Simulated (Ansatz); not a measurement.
**AlGaH (quartet): B2PLYP, RPA-PBE over vertical spin and charge gaps, 6-31G**

How well do these functionals follow the top wave-function level for AlGaH (quartet) over vertical spin and charge gaps?

Method: 6-31G, all electrons in the functionals, frozen cores in the correlation of double hybrids and RPA; program: Ansatz 0.2.0, Gaussian basis.

Plan: B2PLYP, RPA-PBE, at charge 0, quartet; charge 0, doublet; charge 0, sextet; charge 1, triplet; charge 1, quintet.

15 further runs of the same task are left out: 5 that didn't finish, 10 set aside as unsound or not needed.

## 1. What is computed

The geometry is a PBE0/def2-TZVP stationary point (not a proven minimum). No spin-orbit coupling is included. The filled d shell of Ga may be among the frozen orbitals whatever the setting's name suggests; the logs give the count.

3 atoms, charge 0, spin multiplicity 4.

Atoms are counted from 1 here; the program's logs count them from 0.

Bond lengths: Al1–Ga2 2.344 Å, Al1–H3 1.582 Å. Angles: Ga2–Al1–H3 180.0°.

No dispersion term is added.

The geometry shown and the zero of energy belong to the point charge 0, quartet. The yardstick, FCI, and other wave-function levels (R restricted, U unrestricted, valence and pair active spaces) come from earlier runs.

## 2. B2PLYP, charge 0, quartet

Contents of in.yaml:

```yaml
crystal:
  periodic: [false, false, false]
  atoms:
    - {symbol: Al, position_ang: [0.000000, 0.000000, 0.253900]}
    - {symbol: Ga, position_ang: [0.000000, 0.000000, -2.089700]}
    - {symbol: H, position_ang: [0.000000, 0.000000, 1.835800]}
basis:
  gaussian: {orbitals: 6-31G}
magnetization: {spin_polarized: true, initial_magnetization: 3}
hamiltonian: {xc: {name: B2PLYP}}
correlation: {electrons: outside_noble_gas}
```

Launch:

```bash
> ansatz run in.yaml --threads 1 --pin off --events-out ev --progress --plain --max-ram 2393MiB
```

The log of the run:

```text
Functional definition: B2PLYP
  name "B2PLYP"
  cite "Grimme, J. Chem. Phys. 124, 034108 (2006) doi:10.1063/1.2148954"
  cite "Becke, Phys. Rev. A 38, 3098 (1988) doi:10.1103/PhysRevA.38.3098"
  cite "Lee, Yang & Parr, Phys. Rev. B 37, 785 (1988) doi:10.1103/PhysRevB.37.785"
  parameter a = 0.53
  parameter c = 0.27
  exchange = (1 - a)*b88_x + a*exact_x
  correlation = (1 - c)*lyp_c + c*(mp2_os + mp2_ss)
420 factors; integrals over basis functions are off by at most 1.4e-4 eV
mean field evaluation 1: about -58962.5967 eV, gradient 5.0e0 eV
mean field evaluation 2: about -58962.6187 eV, gradient 4.9e0 eV
mean field evaluation 4: about -58962.9546 eV, gradient 1.1e0 eV
mean field evaluation 8: about -58962.9859 eV, gradient 9.4e-2 eV
mean field evaluation 16: about -58962.9862 eV, gradient 7.1e-5 eV
mean field -58962.98623855 eV, -2166.8497777193 hartree, gradient 6.8e-6 eV, S^2 3.757812; 2 other end points of the search recorded, 0 dependent functions left out
19 core orbitals not correlated: weight in the atoms' cores, before any rotation towards them, 0.996 or more for the frozen orbitals, at most 0.001 for the correlated occupied ones
reference -58962.98636369 eV, -2166.8497823179 hartree; 5, 2 occupied and 20, 23 virtual orbitals, 420 factors
second order -1.88209789 eV of doubles, -0.00000000 eV of singles
Total energy: -58963.49453012 eV, -2166.8684570897 hartree
```

Run time: 1.9 s. Hardware: 1 thread of Arm Neoverse V2, shared host.

From the report: ⟨S²⟩ of the determinant 3.758 (pure quartet: 3.75).

## 3. B2PLYP, charge 0, doublet

Edit in.yaml of step 2 so:

```diff
@@ -8,3 +8,3 @@
   gaussian: {orbitals: 6-31G}
-magnetization: {spin_polarized: true, initial_magnetization: 3}
+magnetization: {spin_polarized: true, initial_magnetization: 1}
 hamiltonian: {xc: {name: B2PLYP}}
```

Same command.

The log of the run:

```text
Functional definition: B2PLYP
  name "B2PLYP"
  cite "Grimme, J. Chem. Phys. 124, 034108 (2006) doi:10.1063/1.2148954"
  cite "Becke, Phys. Rev. A 38, 3098 (1988) doi:10.1103/PhysRevA.38.3098"
  cite "Lee, Yang & Parr, Phys. Rev. B 37, 785 (1988) doi:10.1103/PhysRevB.37.785"
  parameter a = 0.53
  parameter c = 0.27
  exchange = (1 - a)*b88_x + a*exact_x
  correlation = (1 - c)*lyp_c + c*(mp2_os + mp2_ss)
420 factors; integrals over basis functions are off by at most 1.4e-4 eV
mean field evaluation 1: about -58963.0909 eV, gradient 4.8e0 eV
mean field evaluation 2: about -58963.1010 eV, gradient 4.8e0 eV
mean field evaluation 4: about -58963.3476 eV, gradient 1.0e0 eV
mean field evaluation 8: about -58963.3578 eV, gradient 4.6e-2 eV
mean field evaluation 16: about -58963.3579 eV, gradient 7.1e-5 eV
mean field evaluation 32: about -58963.3583 eV, gradient 9.1e-7 eV
mean field evaluation 64: about -58963.2300 eV, gradient 1.6e0 eV
mean field -58963.35827665 eV, -2166.8634498671 hartree, gradient 2.0e-7 eV, S^2 0.793909; 6 other end points of the search recorded, 0 dependent functions left out
19 core orbitals not correlated: weight in the atoms' cores, before any rotation towards them, 0.997 or more for the frozen orbitals, at most 0.001 for the correlated occupied ones
reference -58963.35840431 eV, -2166.8634545588 hartree; 4, 3 occupied and 21, 22 virtual orbitals, 420 factors
second order -1.95337839 eV of doubles, -0.00000000 eV of singles
Total energy: -58963.88581648 eV, -2166.8828365984 hartree
```

It took 7.5 s on 1 thread of Arm Neoverse V2, shared host.

From the report: ⟨S²⟩ of the determinant 0.794 (pure doublet: 0.75).

From charge 0, quartet: -9.0 kcal/mol.

## 4. B2PLYP, charge 0, sextet

Edit in.yaml of step 3 so:

```diff
@@ -8,3 +8,3 @@
   gaussian: {orbitals: 6-31G}
-magnetization: {spin_polarized: true, initial_magnetization: 1}
+magnetization: {spin_polarized: true, initial_magnetization: 5}
 hamiltonian: {xc: {name: B2PLYP}}
```

Launched as before.

The log of the run:

```text
Functional definition: B2PLYP
  name "B2PLYP"
  cite "Grimme, J. Chem. Phys. 124, 034108 (2006) doi:10.1063/1.2148954"
  cite "Becke, Phys. Rev. A 38, 3098 (1988) doi:10.1103/PhysRevA.38.3098"
  cite "Lee, Yang & Parr, Phys. Rev. B 37, 785 (1988) doi:10.1103/PhysRevB.37.785"
  parameter a = 0.53
  parameter c = 0.27
  exchange = (1 - a)*b88_x + a*exact_x
  correlation = (1 - c)*lyp_c + c*(mp2_os + mp2_ss)
420 factors; integrals over basis functions are off by at most 1.4e-4 eV
mean field evaluation 1: about -58955.9829 eV, gradient 5.5e0 eV
mean field evaluation 2: about -58956.0200 eV, gradient 5.5e0 eV
mean field evaluation 4: about -58956.3703 eV, gradient 7.7e-1 eV
mean field evaluation 8: about -58956.4355 eV, gradient 3.9e-1 eV
mean field evaluation 16: about -58956.4590 eV, gradient 3.1e-3 eV
mean field evaluation 32: about -58956.2865 eV, gradient 1.2e0 eV
mean field -58956.45895476 eV, -2166.6099044642 hartree, gradient 1.7e-6 eV, S^2 8.755010; 4 other end points of the search recorded, 0 dependent functions left out
19 core orbitals not correlated: weight in the atoms' cores, before any rotation towards them, 0.995 or more for the frozen orbitals, at most 0.001 for the correlated occupied ones
reference -58956.45907969 eV, -2166.6099090553 hartree; 6, 1 occupied and 19, 24 virtual orbitals, 420 factors
second order -1.27994395 eV of doubles, -0.00000000 eV of singles
Total energy: -58956.80466456 eV, -2166.6226090649 hartree
```

Wall time 2.5 s (1 thread of Arm Neoverse V2, shared host).

From the report: ⟨S²⟩ of the determinant 8.755 (pure sextet: 8.75).

From charge 0, quartet: +154.3 kcal/mol.

## 5. B2PLYP, charge 1, triplet

Edit in.yaml of step 4 so:

```diff
@@ -8,3 +8,4 @@
   gaussian: {orbitals: 6-31G}
-magnetization: {spin_polarized: true, initial_magnetization: 5}
+total_charge: 1
+magnetization: {spin_polarized: true, initial_magnetization: 2}
 hamiltonian: {xc: {name: B2PLYP}}
```

Same command.

The log of the run:

```text
Functional definition: B2PLYP
  name "B2PLYP"
  cite "Grimme, J. Chem. Phys. 124, 034108 (2006) doi:10.1063/1.2148954"
  cite "Becke, Phys. Rev. A 38, 3098 (1988) doi:10.1103/PhysRevA.38.3098"
  cite "Lee, Yang & Parr, Phys. Rev. B 37, 785 (1988) doi:10.1103/PhysRevB.37.785"
  parameter a = 0.53
  parameter c = 0.27
  exchange = (1 - a)*b88_x + a*exact_x
  correlation = (1 - c)*lyp_c + c*(mp2_os + mp2_ss)
420 factors; integrals over basis functions are off by at most 1.4e-4 eV
mean field evaluation 1: about -58955.7606 eV, gradient 5.9e0 eV
mean field evaluation 2: about -58955.7772 eV, gradient 5.9e0 eV
mean field evaluation 4: about -58956.3481 eV, gradient 1.3e0 eV
mean field evaluation 8: about -58956.3693 eV, gradient 8.7e-2 eV
mean field evaluation 16: about -58956.3697 eV, gradient 6.8e-5 eV
mean field -58956.36967155 eV, -2166.6066233669 hartree, gradient 7.2e-6 eV, S^2 2.008978; 0 other end points of the search recorded, 0 dependent functions left out
19 core orbitals not correlated: weight in the atoms' cores, before any rotation towards them, 0.997 or more for the frozen orbitals, at most 0.002 for the correlated occupied ones
reference -58956.36980550 eV, -2166.6066282892 hartree; 4, 2 occupied and 21, 23 virtual orbitals, 420 factors
second order -1.51406608 eV of doubles, -0.00000000 eV of singles
Total energy: -58956.77860334 eV, -2166.6216513328 hartree
```

Run time: 1.7 s. Hardware: 1 thread of Arm Neoverse V2, shared host.

From the report: ⟨S²⟩ of the determinant 2.009 (pure triplet: 2.00).

From charge 0, quartet: +154.9 kcal/mol.

## 6. B2PLYP, charge 1, quintet

Edit in.yaml of step 5 so:

```diff
@@ -9,3 +9,3 @@
 total_charge: 1
-magnetization: {spin_polarized: true, initial_magnetization: 2}
+magnetization: {spin_polarized: true, initial_magnetization: 4}
 hamiltonian: {xc: {name: B2PLYP}}
```

Same command.

The log of the run:

```text
Functional definition: B2PLYP
  name "B2PLYP"
  cite "Grimme, J. Chem. Phys. 124, 034108 (2006) doi:10.1063/1.2148954"
  cite "Becke, Phys. Rev. A 38, 3098 (1988) doi:10.1103/PhysRevA.38.3098"
  cite "Lee, Yang & Parr, Phys. Rev. B 37, 785 (1988) doi:10.1103/PhysRevB.37.785"
  parameter a = 0.53
  parameter c = 0.27
  exchange = (1 - a)*b88_x + a*exact_x
  correlation = (1 - c)*lyp_c + c*(mp2_os + mp2_ss)
420 factors; integrals over basis functions are off by at most 1.4e-4 eV
mean field evaluation 1: about -58951.2107 eV, gradient 5.2e0 eV
mean field evaluation 2: about -58951.2508 eV, gradient 5.2e0 eV
mean field evaluation 4: about -58951.5697 eV, gradient 1.8e0 eV
mean field evaluation 8: about -58951.6100 eV, gradient 2.7e-1 eV
mean field evaluation 16: about -58951.6341 eV, gradient 2.4e-2 eV
mean field evaluation 32: about -58951.6273 eV, gradient 4.2e-1 eV
mean field -58951.63409810 eV, -2166.4325942525 hartree, gradient 2.4e-6 eV, S^2 6.007586; 4 other end points of the search recorded, 0 dependent functions left out
19 core orbitals not correlated: weight in the atoms' cores, before any rotation towards them, 0.996 or more for the frozen orbitals, at most 0.001 for the correlated occupied ones
reference -58951.63423121 eV, -2166.4325991440 hartree; 5, 1 occupied and 20, 24 virtual orbitals, 420 factors
second order -1.73787970 eV of doubles, -0.00000000 eV of singles
Total energy: -58952.10345873 eV, -2166.4498429373 hartree
```

Wall time 2.7 s (1 thread of Arm Neoverse V2, shared host).

From the report: ⟨S²⟩ of the determinant 6.008 (pure quintet: 6.00).

From charge 0, quartet: +262.7 kcal/mol.

## 7. RPA-PBE, charge 0, quartet

Contents of in.yaml:

```yaml
crystal:
  periodic: [false, false, false]
  atoms:
    - {symbol: Al, position_ang: [0.000000, 0.000000, 0.253900]}
    - {symbol: Ga, position_ang: [0.000000, 0.000000, -2.089700]}
    - {symbol: H, position_ang: [0.000000, 0.000000, 1.835800]}
basis:
  gaussian: {orbitals: 6-31G}
magnetization: {spin_polarized: true, initial_magnetization: 3}
hamiltonian: {xc: {name: PBE}}
correlation: {method: rpa, electrons: outside_noble_gas}
```

Same command.

The log of the run:

```text
Functional definition: PBE
  name "PBE"
  cite "Perdew, Burke & Ernzerhof, Phys. Rev. Lett. 77, 3865 (1996) doi:10.1103/PhysRevLett.77.3865"
  parent pbe
  parameter kappa = 0.804
  parameter beta = 0.06672455060314922
  exchange = pbe_x(kappa = kappa, mu = beta*pi^2/3)
  correlation = pbe_c(beta = beta)
420 factors; integrals over basis functions are off by at most 1.4e-4 eV
mean field evaluation 1: about -58966.1436 eV, gradient 9.9e0 eV
mean field evaluation 2: about -58966.1406 eV, gradient 9.9e0 eV
mean field evaluation 4: about -58966.2056 eV, gradient 5.6e0 eV
mean field evaluation 8: about -58966.6483 eV, gradient 2.6e-2 eV
mean field evaluation 16: about -58966.6483 eV, gradient 8.6e-7 eV
mean field -58966.64832154 eV, -2166.9843567868 hartree, gradient 8.6e-7 eV, S^2 3.752049; 0 other end points of the search recorded, 0 dependent functions left out
19 core orbitals not correlated: weight in the atoms' cores, before any rotation towards them, 0.991 or more for the frozen orbitals, at most 0.004 for the correlated occupied ones
reference -58920.86388884 eV, -2165.3018099188 hartree; 5, 2 occupied and 20, 23 virtual orbitals, 420 factors
Total energy: -58924.35915282 eV, -2165.4302585009 hartree
```

It took 1.4 s on 1 thread of Arm Neoverse V2, shared host.

From the report: ⟨S²⟩ of the determinant 3.752 (pure quartet: 3.75).

## 8. RPA-PBE, charge 0, doublet

Edit in.yaml of step 7 so:

```diff
@@ -8,3 +8,3 @@
   gaussian: {orbitals: 6-31G}
-magnetization: {spin_polarized: true, initial_magnetization: 3}
+magnetization: {spin_polarized: true, initial_magnetization: 1}
 hamiltonian: {xc: {name: PBE}}
```

Launched as before.

The log of the run:

```text
Functional definition: PBE
  name "PBE"
  cite "Perdew, Burke & Ernzerhof, Phys. Rev. Lett. 77, 3865 (1996) doi:10.1103/PhysRevLett.77.3865"
  parent pbe
  parameter kappa = 0.804
  parameter beta = 0.06672455060314922
  exchange = pbe_x(kappa = kappa, mu = beta*pi^2/3)
  correlation = pbe_c(beta = beta)
420 factors; integrals over basis functions are off by at most 1.4e-4 eV
mean field evaluation 1: about -58966.4343 eV, gradient 9.2e0 eV
mean field evaluation 2: about -58966.4297 eV, gradient 9.2e0 eV
mean field evaluation 4: about -58966.9028 eV, gradient 1.7e0 eV
mean field evaluation 8: about -58966.9176 eV, gradient 3.9e-2 eV
mean field evaluation 16: about -58966.9176 eV, gradient 4.0e-6 eV
mean field evaluation 32: about -58966.4343 eV, gradient 9.2e0 eV
mean field evaluation 64: about -58966.1293 eV, gradient 2.0e-6 eV
mean field evaluation 96: about -58966.2102 eV, gradient 6.0e-1 eV
mean field evaluation 128: about -58966.8987 eV, gradient 9.8e-1 eV
mean field evaluation 160: about -58966.9176 eV, gradient 1.0e-6 eV
mean field evaluation 192: about -58966.1602 eV, gradient 5.7e-1 eV
mean field -58966.91803206 eV, -2166.9942684655 hartree, gradient 3.0e-6 eV, S^2 0.799790; 17 other end points of the search recorded, 0 dependent functions left out
19 core orbitals not correlated: weight in the atoms' cores, before any rotation towards them, 0.994 or more for the frozen orbitals, at most 0.003 for the correlated occupied ones
reference -58920.84152128 eV, -2165.3009879263 hartree; 4, 3 occupied and 21, 22 virtual orbitals, 420 factors
Total energy: -58924.68019166 eV, -2165.4420564608 hartree
```

It took 13 s on 1 thread of Arm Neoverse V2, shared host.

From the report: ⟨S²⟩ of the determinant 0.800 (pure doublet: 0.75).

From charge 0, quartet: -7.4 kcal/mol.

## 9. RPA-PBE, charge 0, sextet

Edit in.yaml of step 8 so:

```diff
@@ -8,3 +8,3 @@
   gaussian: {orbitals: 6-31G}
-magnetization: {spin_polarized: true, initial_magnetization: 1}
+magnetization: {spin_polarized: true, initial_magnetization: 5}
 hamiltonian: {xc: {name: PBE}}
```

The command is unchanged.

The log of the run:

```text
Functional definition: PBE
  name "PBE"
  cite "Perdew, Burke & Ernzerhof, Phys. Rev. Lett. 77, 3865 (1996) doi:10.1103/PhysRevLett.77.3865"
  parent pbe
  parameter kappa = 0.804
  parameter beta = 0.06672455060314922
  exchange = pbe_x(kappa = kappa, mu = beta*pi^2/3)
  correlation = pbe_c(beta = beta)
420 factors; integrals over basis functions are off by at most 1.4e-4 eV
mean field evaluation 1: about -58959.6443 eV, gradient 8.9e0 eV
mean field evaluation 2: about -58959.6403 eV, gradient 8.9e0 eV
mean field evaluation 4: about -58958.3324 eV, gradient 1.1e1 eV
mean field evaluation 8: about -58960.0775 eV, gradient 6.2e-1 eV
mean field evaluation 16: about -58960.0828 eV, gradient 5.2e-5 eV
mean field evaluation 32: about -58960.0870 eV, gradient 9.0e-3 eV
mean field evaluation 64: about -58959.7852 eV, gradient 2.5e-1 eV
mean field evaluation 96: about -58960.0833 eV, gradient 1.4e-1 eV
mean field evaluation 128: about -58959.7740 eV, gradient 1.5e-2 eV
mean field -58960.08284450 eV, -2166.7430799560 hartree, gradient 3.3e-6 eV, S^2 8.750850; 12 other end points of the search recorded, 0 dependent functions left out
19 core orbitals not correlated: weight in the atoms' cores, before any rotation towards them, 0.991 or more for the frozen orbitals, at most 0.003 for the correlated occupied ones
reference -58915.01507633 eV, -2165.0868700238 hartree; 6, 1 occupied and 19, 24 virtual orbitals, 420 factors
Total energy: -58918.26283658 eV, -2165.2062230116 hartree
```

Run time: 7.5 s. Hardware: 1 thread of Arm Neoverse V2, shared host.

From the report: ⟨S²⟩ of the determinant 8.751 (pure sextet: 8.75).

From charge 0, quartet: +140.6 kcal/mol.

## 10. RPA-PBE, charge 1, triplet

Edit in.yaml of step 9 so:

```diff
@@ -8,3 +8,4 @@
   gaussian: {orbitals: 6-31G}
-magnetization: {spin_polarized: true, initial_magnetization: 5}
+total_charge: 1
+magnetization: {spin_polarized: true, initial_magnetization: 2}
 hamiltonian: {xc: {name: PBE}}
```

The command is unchanged.

The log of the run:

```text
Functional definition: PBE
  name "PBE"
  cite "Perdew, Burke & Ernzerhof, Phys. Rev. Lett. 77, 3865 (1996) doi:10.1103/PhysRevLett.77.3865"
  parent pbe
  parameter kappa = 0.804
  parameter beta = 0.06672455060314922
  exchange = pbe_x(kappa = kappa, mu = beta*pi^2/3)
  correlation = pbe_c(beta = beta)
420 factors; integrals over basis functions are off by at most 1.4e-4 eV
mean field evaluation 1: about -58958.5142 eV, gradient 1.1e1 eV
mean field evaluation 2: about -58958.5081 eV, gradient 1.1e1 eV
mean field evaluation 4: about -58959.5214 eV, gradient 2.6e0 eV
mean field evaluation 8: about -58959.6086 eV, gradient 2.7e-2 eV
mean field evaluation 16: about -58959.6087 eV, gradient 2.0e-6 eV
mean field evaluation 32: about -58959.5481 eV, gradient 1.4e0 eV
mean field -58959.60865804 eV, -2166.7256539248 hartree, gradient 2.0e-6 eV, S^2 2.001786; 3 other end points of the search recorded, 0 dependent functions left out
19 core orbitals not correlated: weight in the atoms' cores, before any rotation towards them, 0.992 or more for the frozen orbitals, at most 0.004 for the correlated occupied ones
reference -58914.51819853 eV, -2165.0686101012 hartree; 4, 2 occupied and 21, 23 virtual orbitals, 420 factors
Total energy: -58917.75114565 eV, -2165.1874187165 hartree
```

It took 2.5 s on 1 thread of Arm Neoverse V2, shared host.

From the report: ⟨S²⟩ of the determinant 2.002 (pure triplet: 2.00).

From charge 0, quartet: +152.4 kcal/mol.

## 11. RPA-PBE, charge 1, quintet

Edit in.yaml of step 10 so:

```diff
@@ -9,3 +9,3 @@
 total_charge: 1
-magnetization: {spin_polarized: true, initial_magnetization: 2}
+magnetization: {spin_polarized: true, initial_magnetization: 4}
 hamiltonian: {xc: {name: PBE}}
```

Launched as before.

The log of the run:

```text
Functional definition: PBE
  name "PBE"
  cite "Perdew, Burke & Ernzerhof, Phys. Rev. Lett. 77, 3865 (1996) doi:10.1103/PhysRevLett.77.3865"
  parent pbe
  parameter kappa = 0.804
  parameter beta = 0.06672455060314922
  exchange = pbe_x(kappa = kappa, mu = beta*pi^2/3)
  correlation = pbe_c(beta = beta)
420 factors; integrals over basis functions are off by at most 1.4e-4 eV
mean field evaluation 1: about -58954.5538 eV, gradient 8.4e0 eV
mean field evaluation 2: about -58954.5516 eV, gradient 8.4e0 eV
mean field evaluation 4: about -58953.7669 eV, gradient 9.7e0 eV
mean field evaluation 8: about -58955.1526 eV, gradient 2.0e-1 eV
mean field evaluation 16: about -58955.1530 eV, gradient 1.6e-6 eV
mean field evaluation 32: about -58955.1051 eV, gradient 9.0e-1 eV
mean field -58955.15298815 eV, -2166.5619110765 hartree, gradient 1.6e-6 eV, S^2 6.001328; 3 other end points of the search recorded, 0 dependent functions left out
19 core orbitals not correlated: weight in the atoms' cores, before any rotation towards them, 0.992 or more for the frozen orbitals, at most 0.002 for the correlated occupied ones
reference -58910.09127988 eV, -2164.9059238415 hartree; 5, 1 occupied and 20, 24 virtual orbitals, 420 factors
Total energy: -58913.57512181 eV, -2165.0339526711 hartree
```

It took 1.9 s on 1 thread of Arm Neoverse V2, shared host.

From the report: ⟨S²⟩ of the determinant 6.001 (pure quintet: 6.00).

From charge 0, quartet: +248.7 kcal/mol.

## 12. Against the wave-function levels

The yardstick is full CI for this spin, exact in this basis with these frozen cores. It comes from earlier runs at the same points. Energies in kcal/mol, counted from charge 0, quartet; blanks weren't run or aren't comparable.

```csv
level,quartet to doublet,quartet to sextet,ionisation to the triplet cation,ionisation to the quintet cation
FCI,-2.0,142.0,152.8,249.5
B2PLYP,-9.0,154.3,154.9,262.7
RPA-PBE,-7.4,140.6,152.4,248.7
```

Largest miss and mean time a point (FCI took 62 s a point; shared hosts):

```csv
level,largest miss (kcal/mol),where,time a point
B2PLYP,+13.2,ionisation to the quintet cation,3.3 s
RPA-PBE,-5.4,quartet to doublet,5.2 s
```

## 13. Summary of results

```
                             quantity                                              value
              quartet to doublet, FCI                                      -2.0 kcal/mol
               quartet to sextet, FCI                                     142.0 kcal/mol
ionisation to the triplet cation, FCI                                     152.8 kcal/mol
ionisation to the quintet cation, FCI                                     249.5 kcal/mol
                 largest miss, B2PLYP  +13.2 kcal/mol (ionisation to the quintet cation)
                largest miss, RPA-PBE                 -5.4 kcal/mol (quartet to doublet)
```

Of the functionals, RPA-PBE keep the smallest largest miss at the points compared (at most 5.4 kcal/mol) and B2PLYP strays most (13.2 kcal/mol, at ionisation to the quintet cation). Functionals and the yardstick converge differently with the basis, so part of each miss in 6-31G is the basis.
